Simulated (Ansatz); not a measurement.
WF:

```xyz
2
Lattice="1.3659 0.7886 5.0696 -1.3659 0.7886 5.0696 0.0000 -1.5772 5.0696" Properties=species:S:1:pos:R:3 pbc="T T T"
W     0.0000    0.0000   12.3818
F     0.0000    0.0000   14.2525
```

The cell was built by a generator and needn't be a form met in nature.

| Property | Result |
| --- | --- |
| Program | Ansatz 0.2.0 |
| Task | relaxation of cell and atoms |
| Functional | PBE |
| Dispersion | D3(BJ)-ATM |
| Potentials or basis | Ansatz PAW |
| Cutoff | 420 eV (not typed: the program's choice for these potentials) |
| k mesh | 11 × 11 × 11 |
| Occupations | fermi-dirac, width 0.05 eV |
| Spin | no spin polarisation |

At the start: volume 16.38 Å³/atom.

Task: Where does the relaxation end?

Result: It ends after 10 steps and the volume is 14.88 Å³/atom (-9.2 %); space group R3m (No. 160, to 0.05 Å).

The path:
| step | energy change (eV) | largest force (eV/Å) | volume (Å³) |
| --- | --- | --- | --- |
| 1 | 0.0000 | 0.0108 | 32.76 |
| 2 | -0.0236 | 0.3546 | 30.74 |
| 3 | -0.0313 | 0.3747 | 30.02 |
| 4 | -0.0336 | 0.0979 | 30.18 |
| 5 | -0.0345 | 0.0009 | 29.97 |
| 6 | -0.0345 | 0.0003 | 29.97 |
| 7 | -0.0315 | 0.0002 | 29.97 |
| 8 | -0.0322 | 0.0081 | 29.73 |
| 9 | -0.0321 | 0.0000 | 29.76 |
| 10 | -0.0317 | 0.0003 | 29.76 |

Final structure:
```xyz
2
Lattice="1.3615 0.7860 4.6348 -1.3615 0.7860 4.6348 0.0000 -1.5721 4.6348" Properties=species:S:1:pos:R:3 pbc="T T T"
W     0.0000    0.0000   11.2299
F     0.0000    0.0000   13.1198
```

Caveat: the plane-wave basis is chosen anew once the cell has moved, so the energies of steps on either side of that aren't comparable; the pressure holds a Pulay correction of +0.4 GPa for the finite cutoff; an odd number of electrons without spin polarisation forces a metal; a magnetic or distorted state may lie lower; pairwise dispersion overbinds metals, which lowers pressure and volume.
